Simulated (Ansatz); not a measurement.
**CH4Cl2Ge: one species, many methods**

One table from this session's results is given with a row withheld; the runs are named, their logs left out.

Computed with Ansatz 0.2.0, Gaussian basis. Level: functionals in def2-TZVPP, the program's frozen cores in correlated methods.

Levels to be run: LDA (SPW92), PBE-D4, revPBE-D4, BLYP-D4, r2SCAN-D4, B97M-V, PBE0-D4, B3LYP-D4, r2SCANh-D4, r2SCAN0-D4, HSE06-D4, BHLYP-D4, CAM-B3LYP-D4, LC-ωPBE, ωB97X-V, ωB97M-V, B2PLYP, PBE-QIDH; CCSD(T)/def2-SVP; CCSD(T)/def2-TZVPP; MP2/def2-QZVPP; extrapolation to the limit; RPA on PBE.

## The relaxed structure

The geometry comes from an earlier relaxation with PBE0-D4 in a triple-zeta def2 set; it is a stationary point, not always the lowest conformer.

SMILES `[CH3][GeH]([Cl])[Cl]`, 8 atoms, charge 0, spin multiplicity 1.

Atoms are counted from 1 here; the program's logs count them from 0.

Bond lengths: C1–Ge2 1.931 Å, C1–H5 1.090 Å, C1–H6 1.090 Å, C1–H7 1.090 Å, Ge2–Cl3 2.149 Å, Ge2–Cl4 2.149 Å, Ge2–H8 1.532 Å. Angles: Ge2–C1–H5 109.6°, Ge2–C1–H6 109.6°, Ge2–C1–H7 109.1°, H5–C1–H6 109.7°, H5–C1–H7 109.4°, H6–C1–H7 109.4°, C1–Ge2–Cl3 108.8°, C1–Ge2–Cl4 108.8°, C1–Ge2–H8 117.0°, Cl3–Ge2–Cl4 107.4°, Cl3–Ge2–H8 107.2°, Cl4–Ge2–H8 107.2°.

Set-up of the first run:

The input, in.yaml:

```yaml
crystal:
  periodic: [false, false, false]
  atoms:
    - {symbol: C, position_ang: [-0.188021, 1.060847, -0.135453]}
    - {symbol: Ge, position_ang: [0.041680, -0.824428, 0.211908]}
    - {symbol: Cl, position_ang: [2.077168, -1.177836, 0.802928]}
    - {symbol: Cl, position_ang: [-0.295536, -1.911201, -1.610916]}
    - {symbol: H, position_ang: [-1.208923, 1.249773, -0.469003]}
    - {symbol: H, position_ang: [0.011654, 1.627801, 0.774414]}
    - {symbol: H, position_ang: [0.510227, 1.366923, -0.913991]}
    - {symbol: H, position_ang: [-0.856252, -1.449078, 1.284313]}
basis:
  gaussian: {orbitals: def2-TZVPP}
hamiltonian: {xc: lda}
output: {orbitals: {seedname: orbitals}}
```

Steps of the session up to this table: LDA; PBE-D4 (GGA); revPBE-D4 (GGA); BLYP-D4 (GGA); r2SCAN-D4 (meta-GGA); B97M-V (meta-GGA); PBE0-D4 (hybrid); B3LYP-D4 (hybrid); r2SCANh-D4 (hybrid); r2SCAN0-D4 (hybrid); HSE06-D4 (hybrid); BHLYP-D4 (hybrid); CAM-B3LYP-D4 (range-separated); LC-ωPBE-D4 (range-separated; the results give it without D4); ωB97X-V (range-separated); ωB97M-V (range-separated); B2PLYP (double hybrid); PBE-QIDH (double hybrid).

One table of the session follows, with a row left open; its other results are not shown here.

It belongs to the step «Orbital energies across the functionals». 

| functional | HOMO (eV) | gap (eV) |
| --- | --- | --- |
| LDA (SPW92) | -7.49 | 5.91 |
| PBE-D4 | -7.38 | 6.07 |
| revPBE-D4 | -7.33 | 6.13 |
| BLYP-D4 | ? | ? |
| r2SCAN-D4 | -7.72 | 6.72 |
| B97M-V | -7.83 | 6.86 |
| PBE0-D4 | -8.73 | 8.42 |
| B3LYP-D4 | -8.48 | 7.86 |
| r2SCANh-D4 | -8.22 | 7.56 |
| r2SCAN0-D4 | -8.95 | 8.82 |
| HSE06-D4 | -8.33 | 7.65 |
| BHLYP-D4 | -9.95 | 10.68 |
| CAM-B3LYP-D4 | -10.08 | 10.81 |
| LC-ωPBE | -11.48 | 13.47 |
| ωB97X-V | -11.12 | 13.01 |
| ωB97M-V | -10.94 | 12.65 |

Q: Estimate the row for BLYP-D4 from the others.

Worked estimate for «HOMO (eV)». Against the share of exact exchange, B3LYP-D4 (0.2, -8.48), BHLYP-D4 (0.5, -9.95) give a slope of -4.90 per unit share; at 0 the line stands at -7.50.

The run gave: HOMO (eV): -7.23; gap (eV): 5.98. In «HOMO (eV)» the line misses by -0.27.
